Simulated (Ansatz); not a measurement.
# Na2Sc (P-3m1) in Ansatz: convergence with smearing width

Aim: find how far smearing width must go before the results for Na2Sc settle, at PBE. This setting moves, with any that are tied to it; all else stays.

Program: Ansatz 0.2.0. These are calculated values, not measurements. Logs are shortened: lines on timing, memory, paths and dates and some standing lists are left out, and cuts for length are marked.

**1. The structure**

It takes space group P-3m1 (No. 164, trigonal). The conventional cell has a = 3.373 Å, b = 3.373 Å, c = 5.630 Å, α = 90.00°, β = 90.00°, γ = 120.00°. Na (site symmetry 3m) has 3 Sc at 2.40 Å as nearest neighbours. Sc (site symmetry -3m) is surrounded by 6 Na at 2.40 Å.

The cell was built by a generator and needn't be a form met in nature.

**2. With smearing width 0.3 eV**

Contents of input.yaml:

```yaml
crystal:
  lattice:
    - [3.37308506, 0.0, 0.0]
    - [-1.68654253, 2.92117735, 0.0]
    - [0.0, 0.0, 5.63004703]
  atoms:
    - { symbol: Na, position: [0.33333333, 0.66666667, 0.25] }
    - { symbol: Na, position: [0.66666667, 0.33333333, 0.75] }
    - { symbol: Sc, position: [0.0, 0.0, 0.0] }
hamiltonian:
  xc: pbe
  pseudopotentials: { kind: paw }
kpoints:
  mp_grid: { grid: [8, 8, 4] }
scf:
  occupations: { method: cold, width: 0.3 }
output:
  forces: true
  stress: true
  eigenvalues: true
```

Potentials or basis: Ansatz PAW.

Started as:

```console
ansatz run input.yaml --threads 2 --pin off --max-ram 5632MiB --backend cpu --events-out ev --progress --plain --runs-dir out
```

It took 0.94 s on 2 threads of Arm Neoverse V2, shared host; peak memory 0.32 GiB.

Results:

```
Free energy            : -5102.6989 eV
Pressure               : 29.5 GPa
Largest force          : 3.972 eV/Å
Band gap on the k mesh : none (metal or under the smearing width)
```

**3. With smearing width 0.2 eV**

Changes to input.yaml since step 2:

```diff
@@ -15,3 +15,3 @@
 scf:
-  occupations: { method: cold, width: 0.3 }
+  occupations: { method: cold, width: 0.2 }
 output:
```

Potentials or basis: Ansatz PAW.

Started as:

```console
ansatz run input.yaml --threads 2 --pin off --max-ram 5632MiB --backend cpu --events-out ev --progress --plain --runs-dir out
```

Run time: 0.93 s. Hardware: 2 threads of Arm Neoverse V2, shared host; peak memory 0.32 GiB.

What came out:

```
Free energy            : -5102.6889 eV
Pressure               : 29.4 GPa
Largest force          : 3.958 eV/Å
Band gap on the k mesh : none (metal or under the smearing width)
```

**4. With smearing width 0.15 eV**

Changes to input.yaml since step 3:

```diff
@@ -15,3 +15,3 @@
 scf:
-  occupations: { method: cold, width: 0.2 }
+  occupations: { method: cold, width: 0.15 }
 output:
```

Started as:

```console
ansatz run input.yaml --threads 2 --pin off --max-ram 5632MiB --backend cpu --events-out ev --progress --plain --runs-dir out
```

It took 0.94 s on 2 threads of Arm Neoverse V2, shared host; peak memory 0.32 GiB.

What came out:

| Property | Result |
| --- | --- |
| Free energy | -5102.6837 eV |
| Pressure | 29.3 GPa |
| Largest force | 3.956 eV/Å |
| Band gap on the k mesh | none (metal or under the smearing width) |

**5. With smearing width 0.1 eV**

Changes to input.yaml since step 4:

```diff
@@ -15,3 +15,3 @@
 scf:
-  occupations: { method: cold, width: 0.15 }
+  occupations: { method: cold, width: 0.1 }
 output:
```

Started as:

```console
ansatz run input.yaml --threads 2 --pin off --max-ram 5632MiB --backend cpu --events-out ev --progress --plain --runs-dir out
```

Wall time 0.96 s (2 threads of Arm Neoverse V2, shared host); peak memory 0.32 GiB.

What came out:

- Free energy: -5102.6783 eV
- Pressure: 29.3 GPa
- Largest force: 3.954 eV/Å
- Band gap on the k mesh: none (metal or under the smearing width)

**6. With smearing width 0.05 eV**

Changes to input.yaml since step 5:

```diff
@@ -15,3 +15,3 @@
 scf:
-  occupations: { method: cold, width: 0.1 }
+  occupations: { method: cold, width: 0.05 }
 output:
```

Potentials or basis: Ansatz PAW.

Started as:

```console
ansatz run input.yaml --threads 2 --pin off --max-ram 5632MiB --backend cpu --events-out ev --progress --plain --runs-dir out
```

Wall time 0.98 s (2 threads of Arm Neoverse V2, shared host); peak memory 0.32 GiB.

The run converged. Its results:

| Item | Value |
| --- | --- |
| Free energy | -5102.6761 eV |
| Pressure | 29.3 GPa |
| Largest force | 3.958 eV/Å |
| Band gap on the k mesh | none (metal or under the smearing width) |

**7. With smearing width 0.025 eV**

Changes to input.yaml since step 6:

```diff
@@ -15,3 +15,3 @@
 scf:
-  occupations: { method: cold, width: 0.05 }
+  occupations: { method: cold, width: 0.025 }
 output:
```

Started as:

```console
ansatz run input.yaml --threads 2 --pin off --max-ram 5632MiB --backend cpu --events-out ev --progress --plain --runs-dir out
```

Run time: 1.1 s. Hardware: 2 threads of Arm Neoverse V2, shared host; peak memory 0.32 GiB.

Results (log left out):

```yaml
Free_energy: -5102.6764 eV
Pressure: 29.3 GPa
Largest_force: 3.966 eV/Å
Band_gap_on_the_k_mesh: none (metal or under the smearing width)
```

**8. With smearing width 0.01 eV**

Changes to input.yaml since step 7:

```diff
@@ -15,3 +15,3 @@
 scf:
-  occupations: { method: cold, width: 0.025 }
+  occupations: { method: cold, width: 0.01 }
 output:
```

Started as:

```console
ansatz run input.yaml --threads 2 --pin off --max-ram 5632MiB --backend cpu --events-out ev --progress --plain --runs-dir out
```

It took 0.96 s on 2 threads of Arm Neoverse V2, shared host; peak memory 0.32 GiB.

It converged, with:

| Quantity | Value |
| --- | --- |
| Free energy | -5102.6765 eV |
| Pressure | 29.3 GPa |
| Largest force | 3.970 eV/Å |
| Band gap on the k mesh | none (metal or under the smearing width) |

**9. With smearing width 0.005 eV**

Changes to input.yaml since step 8:

```diff
@@ -15,3 +15,3 @@
 scf:
-  occupations: { method: cold, width: 0.01 }
+  occupations: { method: cold, width: 0.005 }
 output:
```

Potentials or basis: Ansatz PAW.

Started as:

```console
ansatz run input.yaml --threads 2 --pin off --max-ram 5632MiB --backend cpu --events-out ev --progress --plain --runs-dir out
```

Output:

```text
Warning: RAYON_NUM_THREADS=2 ignored (pool sized by the plan → 2); use --threads N
Engine: ansatz 0.2.0, aarch64-unknown-linux-gnu
Pseudopotentials: kind: paw
Pseudopotential: Na, paw, valence charge 9, recommended cutoff 420 eV (normal), Na.paw.azcp
Pseudopotential: Sc, paw, valence charge 11, recommended cutoff 420 eV (normal), Sc.paw.azcp
Functional definition: PBE
  parameter kappa = 0.804
  parameter beta = 0.06672455060314922
  exchange = pbe_x(kappa = kappa, mu = beta*pi^2/3)
  correlation = pbe_c(beta = beta)
Crystal: 3 atoms, lattice volume = 55.475 Å³
Basis set: ecut = 420 eV, 1099 PW (Γ), exchange–correlation on 48×48×80 points (8 copies of the dense FFT grid, shifted against one another)
Bands: 19, of which v1, the nominal top of the filled ones, is band 15 counted from 1 (14 counted from 0)
Symmetry: 12 space group operations
Space group: P-3m1 (ITA 164), of the structure as read, at distance tolerance 3.8e-5 Å
k-points: 35 of 256
Non-local potential: Na, projectors of the file, l = 0: 3, l = 1: 2, l = 2: 1
Non-local potential: Sc, projectors of the file, l = 0: 3, l = 1: 2, l = 2: 3, l = 3: 1
PAW form: soft (Blöchl's): semilocal exchange-correlation on the pseudo side does not see the compensation charge
PAW one-centre angular grid: Na, 110 points (default); XC on 64 Gauss nodes
PAW one-centre angular grid: Sc, 590 points (default); XC on 64 Gauss nodes
Initial density: superposition of atomic densities (neutral atoms: chi_scale 0, normalization atom), corrected by the library's trained network
Initial wavefunctions: pseudopotential atomic-orbital guess
Functional: x = pbe(κ = 0.804, μ = 0.2195149727645171), c = pbe(β = 0.06672455060314922)
SCF iter   1: F=—  HF=-5102.825817 eV  |F-HF|=—  |Δ(HF+E_count)|=         —  Δρ=1.79e-2  dr2=8.72e-1  ethr=1.77e-3  ⟨swp⟩=5.6  Hψ=2739  notcnv=0
preconditioner: auto → Resta (q_TF=auto, 2.449 Å⁻¹)  ε∞=14.2  [insulator: Δε(μ)=0.008 eV  Ē_g=3.073 eV  σ=0.005 eV  W_gap=0.93  n_scr=22 (ndim 8)  ℏωp=11.1 eV  f_vac=0.000  D(μ)=7.34/eV (n_scr^D=110)  ε∞_Penn≈14.2]
SCF iter   2: F=—  HF=-5102.704234 eV  |F-HF|=—  |Δ(HF+E_count)|=   1.22e-1  S|Δr|=    0.00e0  Δρ=7.51e-3  dr2=1.34e-1  ethr=1.77e-3  ⟨swp⟩=2.0  Hψ=1085  notcnv=0  defer=14
SCF iter   3: F=—  HF=-5102.679421 eV  |F-HF|=—  |Δ(HF+E_count)|=   2.48e-2  S|Δr|=    0.00e0  Δρ=2.87e-3  dr2=1.39e-2  ethr=4.63e-4  ⟨swp⟩=2.1  Hψ=879  notcnv=0  defer=13
SCF iter   4: F=—  HF=-5102.676766 eV  |F-HF|=—  |Δ(HF+E_count)|=   2.65e-3  S|Δr|=    0.00e0  Δρ=1.03e-3  dr2=1.50e-3  ethr=4.78e-5  ⟨swp⟩=2.0  Hψ=875  notcnv=0  defer=13
SCF iter   5: F=—  HF=-5102.676593 eV  |F-HF|=—  |Δ(HF+E_count)|=   1.73e-4  S|Δr|=    0.00e0  Δρ=3.15e-4  dr2=8.97e-5  ethr=5.19e-6  ⟨swp⟩=2.1  Hψ=880  notcnv=0  defer=14
SCF iter   6: F=—  HF=-5102.676557 eV  |F-HF|=—  |Δ(HF+E_count)|=   3.61e-5  S|Δr|=    0.00e0  Δρ=1.10e-4  dr2=1.12e-5  ethr=3.09e-7  ⟨swp⟩=2.5  Hψ=997  notcnv=0  defer=14
SCF iter   7: F=—  HF=-5102.676557 eV  |F-HF|=—  |Δ(HF+E_count)|=   3.60e-7  S|Δr|=    0.00e0  Δρ=3.97e-5  dr2=5.82e-7  ethr=3.86e-8  ⟨swp⟩=2.0  Hψ=943  notcnv=0  defer=14
SCF iter   8: F=-5102.676556 eV  HF=-5102.676556 eV  |F-HF|=1.82e-8  |Δ(HF+E_count)|=   1.22e-7  S|Δr|=    0.00e0  Δρ=9.25e-6  dr2=4.51e-8  ethr=3.45e-10  ⟨swp⟩=6.1  Hψ=2875  notcnv=0
SCF 1 converged in 8 iterations: F = -5102.676556 eV  dr2 = 4.51e-8
SCF converged after 8 iterations
Stability not checked: this state was not tested for a lower state beside it, because cold or Methfessel-Paxton smearing, or corrected tetrahedra, fill the levels in a way that the test cannot read (fill_not_monotonic; see scf.lower_state_search)
Free energy (F): -5102.676556 eV
Harris-Foulkes:  -5102.676556 eV  (|F-HF|=1.82e-8)
Internal energy: -5102.676573 eV  (E = F + TS)
E sigma→0 (E₀):  -5102.676562 eV
Entropy (-TS):   0.000016 eV (0.005 meV/atom)
Fermi energy:    8.227002 eV
--- Per-component energies (eV) ---
  E_band       = -553.802463
  E_kinetic    = 514.315743
  E_local      = -3572.640512  (includes V_loc(G=0)·N_el)
  E_nonlocal   = 321.735769
  E_hartree    = 1307.433511
  E_xc         = -185.460512
  E_vxc        = -233.727111  (∫ρ·V_xc dr)
  E_paw        = -1484.033529  (= ΣΔE_a)
  E_vpaw       = -198.350333  (= ΣTr[D̂ρ^β])
  E_aug_tail   = -0.000009  (compensation charges beyond the density's cutoff)
  E_ewald      = -2004.027034
  E_smearing   = 0.000016  (= −TS)
  E_closure    = 0.000000  (closes the sum)
  Σ components = -5102.676556   (vs F -5102.676556, Δ=0.00e0)
--- Forces (eV/Å), atoms counted from 1 ---
  atom   1  Na     0.00000000     0.00000000     3.96956930
  atom   2  Na    -0.00000000    -0.00000000    -3.96956930
  atom   3  Sc    -0.00000000     0.00000000     0.00000000
  max |Σ_I F_I| component: 8.88e-16 eV/Å
--- Stress (GPa, compression-positive) ---
       28.053908       0.000000       0.000000
        0.000000      28.053908       0.000000
        0.000000       0.000000      31.865989
  P = ⅓ Tr σ = 29.3246 GPa (293.246 kbar)
--- Band table (eV; the first three rows and the last of 35) ---
  k-point 0: bands = ["-45.1054", "-45.0828", "-41.3246", "-20.2976", "-19.9568", "-19.9568", "-17.0657", "-17.0225", "-17.0225", "-16.9503", "-16.9503", "-16.9275", "3.3750", "6.5811", "8.4552", "9.0985", "9.0985", "10.1516", "10.1516"]
  k-point 1: bands = ["-45.1040", "-45.0842", "-41.3245", "-20.2976", "-19.9568", "-19.9568", "-17.0494", "-17.0201", "-17.0201", "-16.9528", "-16.9528", "-16.9447", "3.6608", "6.0144", "8.1722", "9.0977", "9.0977", "10.1429", "10.1429"]
  k-point 2: bands = ["-45.1024", "-45.0859", "-41.3245", "-20.2976", "-19.9568", "-19.9568", "-17.0241", "-17.0175", "-17.0175", "-16.9709", "-16.9554", "-16.9554", "4.1535", "5.2460", "8.0542", "9.0970", "9.0970", "10.1342", "10.1342"]
  k-point 34: bands = ["-45.0796", "-45.0793", "-41.3143", "-20.3316", "-20.2169", "-20.1443", "-17.0620", "-17.0368", "-17.0187", "-16.9436", "-16.9426", "-16.9156", "7.2870", "7.8662", "8.4958", "9.1054", "9.1153", "10.1718", "12.2722"]
```

Run time: 0.96 s. Hardware: 2 threads of Arm Neoverse V2, shared host; peak memory 0.32 GiB.

What came out:

| Item | Value |
| --- | --- |
| Free energy | -5102.6766 eV |
| Pressure | 29.3 GPa |
| Largest force | 3.970 eV/Å |
| Band gap on the k mesh | none (metal or under the smearing width) |

**10. The series at a glance**

| smearing width | energy less the tightest run, at zero smearing (meV/atom) | pressure (GPa) | largest force (eV/Å) | SCF cycles | CPU time (s) | peak memory (GiB) |
| --- | --- | --- | --- | --- | --- | --- |
| 0.3 eV | -3.63 | 29.49 | 3.972 | 8 | 1.7 | 0.32 |
| 0.2 eV | -1.96 | 29.37 | 3.958 | 8 | 1.7 | 0.32 |
| 0.15 eV | -0.50 | 29.34 | 3.956 | 8 | 1.7 | 0.32 |
| 0.1 eV | 0.43 | 29.30 | 3.954 | 8 | 1.8 | 0.32 |
| 0.05 eV | 0.13 | 29.30 | 3.958 | 9 | 1.8 | 0.32 |
| 0.025 eV | 0.03 | 29.33 | 3.966 | 9 | 1.9 | 0.32 |
| 0.01 eV | 0.01 | 29.33 | 3.970 | 8 | 1.8 | 0.32 |
| 0.005 eV | 0.00 | 29.32 | 3.970 | 8 | 1.8 | 0.32 |

Against the tightest run, the energy stays within 1 meV/atom from 0.15 eV on; the pressure stays within 0.1 GPa from 0.2 eV on; the largest force stays within 0.005 eV/Å from 0.025 eV on. Narrower smearing needs a denser k mesh, so at a fixed mesh the narrowest width isn't the most accurate. The tightest run that finished is the yardstick and may itself not be fully converged.

Caveats: a pressure of tens of GPa on the cell as given is suspect, and the run, the potentials or the cell itself is likely at fault; forces of over 1 eV/Å show positions far from the minimum, so gaps and moduli don't describe the material at rest.
